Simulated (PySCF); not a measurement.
# C₅H₄F₂O: a tour of settings

Aim: see how C₅H₄F₂O (`FC1=COC(F)=CC1`) answers to the choice of functional, basis, grid and SCF options.

Programs: PySCF 2.14.0, with density-fitted response routines of our own. Each step states its level of theory. These are calculated values for one molecule, in the gas phase or a continuum, unless marked as measured. Atoms are numbered from 0 throughout.

## 1. Starting geometry

12 atoms, charge 0, multiplicity 1; geometry from: GFN2-xTB.

Bonds of the start (Å): F0–C1 1.35, C1–C2 1.33, C2–O3 1.37, O3–C4 1.35, C4–F5 1.34, C4–C6 1.32, C6–C7 1.50, C7–C1 1.50, C2–H8 1.08, C6–H9 1.08, C7–H10 1.10, C7–H11 1.10.

## 2. Ultraviolet spectrum: OLYP/def2-SVPD

Job settings and geometry (Å):

```
{"job": {"kind": "uv", "xc": "OLYP", "basis": "def2-SVPD", "nstates": 25, "ntriplets": 2, "tda": true, "scf": {"conv": 1e-11}}, "charge": 0, "multiplicity": 1}
F     -2.535348    -0.353349    -0.085697
C     -1.229181    -0.016282    -0.051839
C     -0.887851     1.263143    -0.106400
O      0.410524     1.694409    -0.078708
C      1.334931     0.710286     0.012901
F      2.561598     1.239152     0.033960
C      1.122538    -0.593655     0.075551
C     -0.269428    -1.162138     0.049428
H     -1.592601     2.075091    -0.177104
H      1.956967    -1.268902     0.147582
H     -0.471519    -1.746236     0.955895
H     -0.399430    -1.842206    -0.801595
```

Level: TDA OLYP/def2-SVPD, vertical, gas phase, core orbitals frozen in the response.

Started as:

```bash
> OMP_NUM_THREADS=1 python probes_run.py task.json out
```

This one command runs all jobs of the session in turn.

The program printed:

```text
final grid: 111944 points
cycle   1  E = -467.2301927572  dE =  1.257e+00  |g| = 7.576e-01  |ddm| = 6.073e+00
cycle   2  E = -466.9940054954  dE =  2.362e-01  |g| = 1.341e+00  |ddm| = 2.244e+00
cycle   3  E = -467.3353167034  dE = -3.413e-01  |g| = 1.486e-01  |ddm| = 1.513e+00
cycle   4  E = -467.3399455894  dE = -4.629e-03  |g| = 6.437e-02  |ddm| = 3.666e-01
cycle   5  E = -467.3407376147  dE = -7.920e-04  |g| = 2.504e-02  |ddm| = 1.211e-01
cycle   6  E = -467.3408695995  dE = -1.320e-04  |g| = 1.001e-02  |ddm| = 4.754e-02
cycle   7  E = -467.3408900740  dE = -2.047e-05  |g| = 5.105e-03  |ddm| = 1.985e-02
cycle   8  E = -467.3408960299  dE = -5.956e-06  |g| = 7.590e-04  |ddm| = 7.411e-03
cycle   9  E = -467.3408961323  dE = -1.024e-07  |g| = 3.791e-04  |ddm| = 1.733e-03
cycle  10  E = -467.3408961612  dE = -2.884e-08  |g| = 5.388e-05  |ddm| = 4.720e-04
cycle  11  E = -467.3408961616  dE = -3.971e-10  |g| = 2.933e-05  |ddm| = 1.543e-04
cycle  12  E = -467.3408961617  dE = -1.808e-10  |g| = 4.031e-06  |ddm| = 4.596e-05
cycle  13  E = -467.3408961617  dE = -3.524e-12  |g| = 1.417e-06  |ddm| = 1.007e-05
converged SCF energy = -467.3408961617

Static polarisability (au): isotropic 61.251, principal 41.561 66.463 75.730

Singlet excitations
state   eV       nm        f      main configurations
  1   4.9205    252.0   0.02726   H->L 0.92
  2   5.0740    244.4   0.00066   H->L+1 1.00
  3   5.4724    226.6   0.00107   H->L+2 1.00
  4   5.7105    217.1   0.00259   H->L+4 1.00
  5   5.8062    213.5   0.00847   H->L+3 0.51, H-1->L 0.47
  6   5.9947    206.8   0.00420   H->L+5 0.99
  7   6.2912    197.1   0.00009   H-1->L+1 0.99
  8   6.6588    186.2   0.00257   H->L+6 0.81, H-1->L+2 0.19
  9   6.7178    184.6   0.00400   H-1->L+2 0.80, H->L+6 0.18
 10   6.8020    182.3   0.04940   H->L+7 0.80, H->L+3 0.09
 11   6.9562    178.2   0.00505   H-1->L+4 0.99
 12   7.1792    172.7   0.02055   H->L+8 0.97
 13   7.2563    170.9   0.00383   H-1->L+5 0.97
 14   7.4852    165.6   0.06864   H-1->L+3 0.48, H->L+10 0.12, H-1->L+7 0.12
 15   7.5044    165.2   0.00198   H->L+9 0.98
 16   7.6258    162.6   0.00034   H-2->L 0.98
 17   7.6456    162.2   0.05799   H->L+10 0.77, H-1->L+3 0.15
 18   7.8934    157.1   0.00066   H-1->L+6 0.96
 19   7.9928    155.1   0.00207   H->L+11 0.95
 20   8.1149    152.8   0.07729   H->L+13 0.70
 21   8.1310    152.5   0.00303   H->L+12 0.97
 22   8.2884    149.6   0.00135   H-2->L+1 0.96
 23   8.3504    148.5   0.01673   H-1->L+7 0.72, H-1->L+3 0.11
 24   8.4034    147.5   0.00003   H-1->L+8 0.98
 25   8.5588    144.9   0.00005   H-3->L 0.98

Triplet excitations (Tamm-Dancoff, eV): 3.8303 4.6789
```

Wall time 36 s (1 thread of Arm Neoverse V1, shared host); peak memory 0.6 GiB.

Frontier orbitals and where they lie:

```
orbital     eV                      atoms
 HOMO−3  -9.52  F5 37 %, C6 15 %, C7 14 %
 HOMO−2  -8.55  F0 29 %, O3 15 %, C1 14 %
 HOMO−1  -6.57  C6 19 %, C2 19 %, C4 18 %
   HOMO  -5.33  O3 21 %, C6 18 %, C1 15 %
   LUMO  -1.00  C1 22 %, C2 20 %, C6 15 %
 LUMO+1  -0.32  C6 15 %, C4 13 %, C7 12 %
 LUMO+2   0.08  F0 21 %, C1 17 %, O3 11 %
```

With each of the 25 states as a Gaussian band of 0.4 eV half-width at 1/e, the curve within the window shown has maxima at 251 nm (ε 1,100), 213 nm (ε 620), 163 nm (ε 6,100) L/(mol cm). Beyond the last state computed it falls off for lack of states. The curve at chosen wavelengths:

(nm, ε (L/mol/cm)): (140, 247), (146, 2016), (152, 4516), (158, 5491), (164, 6050), (169, 5184), (175, 3807), (181, 3150), (187, 2229), (193, 1150), (199, 598), (205, 543), (211, 611), (216, 601), (222, 523), (228, 499), (234, 619), (240, 850), (246, 1064), (252, 1138), (258, 1039), (263, 861), (269, 611), (275, 387), (281, 222), (287, 117)

Ground-state properties from the same run:

```csv
property,computed
dipole moment (D),1.09
polarisability (Å³),9.08
HOMO–LUMO gap (eV),4.33
−ε(HOMO) (eV),5.33
```

## 3. TDDFT and polarisability: PBE/aug-cc-pVDZ in chloroform

The job, as its differences from that of step 2:

```diff
@@ -1,2 +1,2 @@
-{"job": {"kind": "uv", "xc": "OLYP", "basis": "def2-SVPD", "nstates": 25, "ntriplets": 2, "tda": true, "scf": {"conv": 1e-11}}, "charge": 0, "multiplicity": 1}
+{"job": {"kind": "uv", "xc": "PBE", "basis": "aug-cc-pVDZ", "solvent": "chloroform", "nstates": 12, "ntriplets": 0, "tda": false}, "charge": 0, "multiplicity": 1}
 F     -2.535348    -0.353349    -0.085697
```

Method: TDDFT PBE/aug-cc-pVDZ, vertical, IEF-PCM chloroform (non-equilibrium linear response), core orbitals frozen in the response.

The program printed:

```text
coarse grid: 11168 points
cycle   1  E = -467.2352640742  dE =  1.339e+00  |g| = 7.347e-01  |ddm| = 1.149e+01
cycle   2  E = -467.0075045947  dE =  2.278e-01  |g| = 1.297e+00  |ddm| = 3.870e+00
cycle   3  E = -467.3340916483  dE = -3.266e-01  |g| = 1.603e-01  |ddm| = 2.724e+00
cycle   4  E = -467.3396484285  dE = -5.557e-03  |g| = 6.349e-02  |ddm| = 5.991e-01
cycle   5  E = -467.3403902356  dE = -7.418e-04  |g| = 2.443e-02  |ddm| = 1.461e-01
cycle   6  E = -467.3405186461  dE = -1.284e-04  |g| = 7.640e-03  |ddm| = 7.519e-02
cycle   7  E = -467.3405296027  dE = -1.096e-05  |g| = 4.078e-03  |ddm| = 1.881e-02
cycle   8  E = -467.3405333035  dE = -3.701e-06  |g| = 6.682e-04  |ddm| = 7.077e-03
final grid: 111944 points
cycle   9  E = -467.3508414312  dE = -1.931e-05  |g| = 1.809e-02  |ddm| = 3.574e-01
cycle  10  E = -467.3505971943  dE =  2.442e-04  |g| = 3.923e-02  |ddm| = 1.158e-01
cycle  11  E = -467.3509026173  dE = -3.054e-04  |g| = 5.089e-03  |ddm| = 6.468e-02
cycle  12  E = -467.3509092895  dE = -6.672e-06  |g| = 1.264e-03  |ddm| = 1.472e-02
cycle  13  E = -467.3509096260  dE = -3.366e-07  |g| = 2.896e-04  |ddm| = 2.623e-03
cycle  14  E = -467.3509096416  dE = -1.556e-08  |g| = 9.464e-05  |ddm| = 6.527e-04
cycle  15  E = -467.3509096437  dE = -2.064e-09  |g| = 2.414e-05  |ddm| = 2.314e-04
cycle  16  E = -467.3509096438  dE = -1.257e-10  |g| = 7.997e-06  |ddm| = 7.022e-05
converged SCF energy = -467.3509096438

Static polarisability (au): isotropic 77.517, principal 53.688 82.326 96.539

Singlet excitations
state   eV       nm        f      main configurations
  1   4.6590    266.1   0.02372   H->L 0.95
  2   4.7898    258.9   0.00345   H->L+1 1.00
  3   5.2229    237.4   0.00123   H->L+2 0.99
  4   5.4324    228.2   0.00463   H->L+3 1.00
  5   5.5921    221.7   0.02178   H->L+4 0.73, H-1->L 0.20
  6   5.8527    211.8   0.01069   H->L+6 0.64, H-1->L 0.34
  7   5.8721    211.1   0.00669   H->L+5 1.00
  8   6.0695    204.3   0.00013   H-1->L+1 1.00
  9   6.1207    202.6   0.00160   H->L+7 1.00
 10   6.5070    190.5   0.00448   H-1->L+2 0.99
 11   6.5775    188.5   0.03325   H->L+8 1.00
 12   6.7138    184.7   0.00565   H-1->L+3 1.00
```

Run time: 26 s. Hardware: 1 thread of Arm Neoverse V1, shared host; peak memory 0.79 GiB.

In short: HOMO -5.25 eV, LUMO -1.01 eV; lowest singlet 4.66 eV.

## 4. Nuclear shieldings: BLYP/pcSseg-1

The job, as its differences from that of step 3:

```diff
@@ -1,2 +1,2 @@
-{"job": {"kind": "uv", "xc": "PBE", "basis": "aug-cc-pVDZ", "solvent": "chloroform", "nstates": 12, "ntriplets": 0, "tda": false}, "charge": 0, "multiplicity": 1}
+{"job": {"kind": "nmr", "xc": "BLYP", "basis": "pcSseg-1", "pop": false, "scf": {"conv": 1e-07}}, "charge": 0, "multiplicity": 1}
 F     -2.535348    -0.353349    -0.085697
```

With the program's defaults for keys left out, this is: GIAO BLYP/pcSseg-1 NMR shielding, non-relativistic, gas phase.

The program printed:

```text
final grid: 111944 points
cycle   1  E = -467.5217347356  dE =  1.314e+00  |g| = 8.754e-01  |ddm| = 3.399e+00
cycle   2  E = -467.2199707593  dE =  3.018e-01  |g| = 1.565e+00  |ddm| = 1.712e+00
cycle   3  E = -467.6457781033  dE = -4.258e-01  |g| = 1.945e-01  |ddm| = 1.149e+00
cycle   4  E = -467.6531764765  dE = -7.398e-03  |g| = 8.458e-02  |ddm| = 2.170e-01
cycle   5  E = -467.6542693309  dE = -1.093e-03  |g| = 4.078e-02  |ddm| = 9.058e-02
cycle   6  E = -467.6546570700  dE = -3.877e-04  |g| = 1.277e-02  |ddm| = 4.692e-02
cycle   7  E = -467.6546871814  dE = -3.011e-05  |g| = 6.513e-03  |ddm| = 1.494e-02
cycle   8  E = -467.6546963381  dE = -9.157e-06  |g| = 9.273e-04  |ddm| = 5.467e-03
cycle   9  E = -467.6546964704  dE = -1.323e-07  |g| = 4.283e-04  |ddm| = 1.013e-03
cycle  10  E = -467.6546965022  dE = -3.179e-08  |g| = 7.461e-05  |ddm| = 3.312e-04
converged SCF energy = -467.6546965022

GIAO shielding tensors (ppm)
atom      isotropic    diamagn.    paramagn.     s11        s22        s33       span
  0 F      306.232     474.413    -168.182    224.677    316.178    377.839    153.162
  1 C       17.856     254.301    -236.445    -56.432     46.722     63.279    119.711
  2 C       45.246     252.252    -207.006    -28.460     70.148     94.051    122.511
  3 O      170.106     399.550    -229.444     74.465    201.177    234.676    160.211
  4 C        8.768     249.276    -240.508    -76.517     44.493     58.328    134.844
  5 F      250.372     472.680    -222.307    184.706    264.274    302.137    117.431
  6 C      102.143     259.578    -157.435     42.782    115.507    148.140    105.358
  7 C      146.212     247.873    -101.661    138.798    145.029    154.811     16.013
  8 H       25.129      29.511      -4.382     23.110     25.097     27.181      4.071
  9 H       27.572      30.816      -3.244     24.458     28.822     29.437      4.979
 10 H       28.241      28.874      -0.633     24.759     26.748     33.215      8.456
 11 H       28.242      28.862      -0.620     24.758     26.749     33.220      8.463
```

Run time: 18 s. Hardware: 1 thread of Arm Neoverse V1, shared host; peak memory 0.7 GiB.

Shifts follow as δ = σ(reference) − σ, with reference shieldings (ppm) from runs at the same level and on the same kind of geometry: ¹H TMS 31.80, ¹³C TMS 178.1, ¹⁹F CFCl3 138.5, ¹⁷O H2O 335.6. The references are single molecules in the gas phase, so shifts against H2O, NH3, PH3, H3PO4 or CFCl3 are not on the usual liquid scales and can be off by tens of ppm. Atoms listed in one row are averaged.

```csv
atoms,environment,σ (ppm),δ (ppm)
C4,alkene carbon bearing oxygen bonded to F,8.8,169.3
C1,β carbon of an enol-ether or enamine type C=C bonded to F,17.9,160.2
C2,alkene carbon bearing oxygen,45.2,132.8
C6,β carbon of an enol-ether or enamine type C=C,102.1,75.9
C7,allylic sp3 CH2,146.2,31.8
H8,hydrogen on an alkene carbon bearing oxygen,25.13,6.67
H9,hydrogen on a β carbon of an enol-ether or enamine type C=C,27.57,4.23
"H10, H11",hydrogen on an allylic sp3 CH2,28.24,3.56
F5,vinylic fluorine,250.4,-111.9
F0,vinylic fluorine,306.2,-167.8
O3,ether oxygen,170.1,165.5
```

Ring of atoms C1, C2, O3, C4, C6, C7: NICS(0) -0.8, NICS(1) -0.4, NICS(1)zz 5.1 ppm (means of both faces).

## 5. NMR shieldings: BLYP/pcSseg-1

The job, as its differences from that of step 4:

```diff
@@ -1,2 +1,2 @@
-{"job": {"kind": "nmr", "xc": "BLYP", "basis": "pcSseg-1", "pop": false, "scf": {"conv": 1e-07}}, "charge": 0, "multiplicity": 1}
+{"job": {"kind": "nmr", "xc": "BLYP", "basis": "pcSseg-1", "pop": true, "scf": {"conv": 0.001, "max_cycle": 79}}, "charge": 0, "multiplicity": 1}
 F     -2.535348    -0.353349    -0.085697
```

With the program's defaults for keys left out, this is: GIAO BLYP/pcSseg-1 NMR shielding, non-relativistic, gas phase.

The program printed:

```text
final grid: 111944 points
cycle   1  E = -467.5217347356  dE =  1.314e+00  |g| = 8.754e-01  |ddm| = 3.399e+00
cycle   2  E = -467.2199707593  dE =  3.018e-01  |g| = 1.565e+00  |ddm| = 1.712e+00
cycle   3  E = -467.6457781033  dE = -4.258e-01  |g| = 1.945e-01  |ddm| = 1.149e+00
cycle   4  E = -467.6531764765  dE = -7.398e-03  |g| = 8.458e-02  |ddm| = 2.170e-01
cycle   5  E = -467.6542693309  dE = -1.093e-03  |g| = 4.078e-02  |ddm| = 9.058e-02
cycle   6  E = -467.6546570700  dE = -3.877e-04  |g| = 1.277e-02  |ddm| = 4.692e-02
converged SCF energy = -467.6546570700

GIAO shielding tensors (ppm)
atom      isotropic    diamagn.    paramagn.     s11        s22        s33       span
  0 F      307.077     474.477    -167.400    226.717    318.129    376.384    149.667
  1 C       18.046     254.405    -236.359    -56.060     47.213     62.984    119.044
  2 C       45.378     252.143    -206.766    -28.446     70.164     94.416    122.862
  3 O      170.808     399.424    -228.615     75.052    201.446    235.927    160.874
  4 C        8.711     249.177    -240.466    -76.397     44.610     57.919    134.316
  5 F      250.445     472.608    -222.163    183.851    266.681    300.804    116.953
  6 C      102.138     259.685    -157.547     43.334    116.121    146.960    103.626
  7 C      145.170     247.860    -102.690    138.084    143.763    153.663     15.579
  8 H       25.137      29.511      -4.374     23.159     25.127     27.123      3.964
  9 H       27.616      30.839      -3.223     24.531     28.824     29.493      4.962
 10 H       28.197      28.896      -0.699     24.746     26.760     33.085      8.339
 11 H       28.198      28.884      -0.686     24.745     26.761     33.090      8.345
```

It took 17 s on 1 thread of Arm Neoverse V1, shared host; peak memory 0.7 GiB.

It converged, yet the result is unsound: the SCF threshold of 0.001 Eh is far too loose. Its shieldings differ from those of step 4 (BLYP/pcSseg-1) by up to 1 ppm (C7).

## 6. Nuclear shieldings: wB97X/MINI

The job, as its differences from that of step 5:

```diff
@@ -1,2 +1,2 @@
-{"job": {"kind": "nmr", "xc": "BLYP", "basis": "pcSseg-1", "pop": true, "scf": {"conv": 0.001, "max_cycle": 79}}, "charge": 0, "multiplicity": 1}
+{"job": {"kind": "nmr", "xc": "wB97X", "basis": "MINI", "pop": true}, "charge": 0, "multiplicity": 1}
 F     -2.535348    -0.353349    -0.085697
```

Method: GIAO wB97X/MINI NMR shielding, non-relativistic, gas phase.

The program printed:

```text
coarse grid: 11168 points
cycle   1  E = -464.0829651456  dE =  2.171e+00  |g| = 6.161e-01  |ddm| = 5.740e+00
cycle   2  E = -464.1801074247  dE = -9.714e-02  |g| = 3.976e-01  |ddm| = 1.542e+00
cycle   3  E = -464.2249672096  dE = -4.486e-02  |g| = 3.358e-02  |ddm| = 5.531e-01
cycle   4  E = -464.2252991409  dE = -3.319e-04  |g| = 2.410e-02  |ddm| = 9.895e-02
cycle   5  E = -464.2254936998  dE = -1.946e-04  |g| = 3.219e-03  |ddm| = 4.230e-02
cycle   6  E = -464.2254993422  dE = -5.642e-06  |g| = 1.274e-03  |ddm| = 9.005e-03
final grid: 111944 points
cycle   7  E = -464.2894311624  dE = -2.268e-05  |g| = 3.417e-03  |ddm| = 1.735e-02
cycle   8  E = -464.2894334860  dE = -2.324e-06  |g| = 2.350e-03  |ddm| = 8.463e-03
cycle   9  E = -464.2894350514  dE = -1.565e-06  |g| = 3.055e-04  |ddm| = 3.499e-03
cycle  10  E = -464.2894350974  dE = -4.597e-08  |g| = 2.077e-04  |ddm| = 9.437e-04
cycle  11  E = -464.2894351153  dE = -1.785e-08  |g| = 2.695e-05  |ddm| = 4.462e-04
cycle  12  E = -464.2894351163  dE = -1.019e-09  |g| = 1.377e-05  |ddm| = 1.481e-04
cycle  13  E = -464.2894351164  dE = -1.004e-10  |g| = 2.461e-06  |ddm| = 4.126e-05
converged SCF energy = -464.2894351164

GIAO shielding tensors (ppm)
atom      isotropic    diamagn.    paramagn.     s11        s22        s33       span
  0 F      329.967     455.711    -125.744    185.384    290.194    514.322    328.938
  1 C      111.158     243.235    -132.077     47.982    123.651    161.841    113.860
  2 C      113.003     243.698    -130.695     60.049    113.375    165.585    105.536
  3 O      256.018     372.678    -116.660     91.908    255.080    421.066    329.158
  4 C      101.079     244.867    -143.788     55.026    106.626    141.585     86.559
  5 F      302.530     455.243    -152.712    191.119    266.150    450.322    259.203
  6 C      159.625     241.684     -82.058    101.999    171.801    205.076    103.078
  7 C      198.909     232.655     -33.746    186.723    195.339    214.665     27.941
  8 H       23.440      25.980      -2.540     19.030     23.234     28.055      9.025
  9 H       25.943      27.011      -1.068     20.577     25.859     31.392     10.815
 10 H       27.676      25.107       2.570     21.175     25.484     36.369     15.194
 11 H       27.675      25.120       2.556     21.176     25.480     36.370     15.193
```

Wall time 5 s (1 thread of Arm Neoverse V1, shared host).

This run: δ C4 127.6, C1 117.5, C2 115.7, C6 69.1, H8 7.42, H9 4.92 ppm.

## 7. Side by side: electronic excitations

Excitations and ground-state properties, with basis size and wall time:

```
                          run  lowest singlet (eV)  brightest (eV)      f  gap (eV)  α (Å³)  μ (D)  functions  time
               OLYP/def2-SVPD                 4.92            8.11  0.077      4.33    9.08   1.09        201  36 s
PBE/aug-cc-pVDZ in chloroform                 4.66            6.58  0.033      4.24   11.49   1.38        220  26 s
```

## 8. Comparing the runs: NMR shifts

Shifts (ppm) of some atoms, chosen among heavy atoms and hydrogens apart, with basis size and wall time:

```
          run     C4     C1    H8    H9      F5      F0     O3  functions  time
BLYP/pcSseg-1  169.3  160.2  6.67  4.23  -111.9  -167.8  165.5        156  18 s
   wB97X/MINI  127.6  117.5  7.42  4.92   -41.3   -68.7  122.1         44   5 s
```

## 9. Results

```
                                                              quantity                                            value
                                       lowest singlet (OLYP/def2-SVPD)                      4.92 eV (252 nm), f = 0.027
                              brightest single state of those computed                     state 20, 8.11 eV, f = 0.077
                                                        lowest triplet                                          3.83 eV
                                ¹³C shifts against TMS (BLYP/pcSseg-1)              169.3, 160.2, 132.8, 75.9, 31.8 ppm
¹H shifts against TMS (BLYP/pcSseg-1, means over atoms taken as alike)                             6.67, 4.23, 3.56 ppm
                              ¹⁹F shifts against CFCl3 (BLYP/pcSseg-1)                               -111.9, -167.8 ppm
                                ¹⁷O shifts against H2O (BLYP/pcSseg-1)                                        165.5 ppm
                                           range of the lowest singlet                                  4.66 to 4.92 eV
                                              range of the shift of F0                              -167.8 to -68.7 ppm
                                         property runs in this session  5, of which 0 failed and 2 gave unsound results
```

In words: Single values in the summary come from the first sound run of each kind (OLYP/def2-SVPD; BLYP/pcSseg-1), which need not be the best level. The first singlet state (HOMO→LUMO 0.92) lies at 4.92 eV and is weak; of the 25 states computed, the strongest absorption comes from state 20 at 8.11 eV. The lowest triplet lies 1.09 eV below the lowest singlet. At OLYP/def2-SVPD, states above −ε(HOMO) (5.33 eV) lie where TDDFT describes them poorly and they hang on the basis; the brightest is among them. The most deshielded hydrogen is H8 (hydrogen on an alkene carbon bearing oxygen), at 6.67 ppm: olefinic region. The lowest singlet runs from 4.66 eV (PBE/aug-cc-pVDZ in chloroform) to 4.92 eV (OLYP/def2-SVPD), while the orbital gap spans 4.24 to 4.33 eV. Some runs use the Tamm-Dancoff approximation and others full TDDFT, which shifts states apart from functional and basis. The lowest state need not be the same one in every run. The runs solved for a few states only, so the brightest column depends on that window. In ppm, F0 moves most: its shift spreads over 99.0 ppm, from -167.8 (BLYP/pcSseg-1) to -68.7 (wB97X/MINI). A minimal basis is unusable for shieldings, so that end is no result. Most of that comes from the computed reference, not from the atom's own shielding.
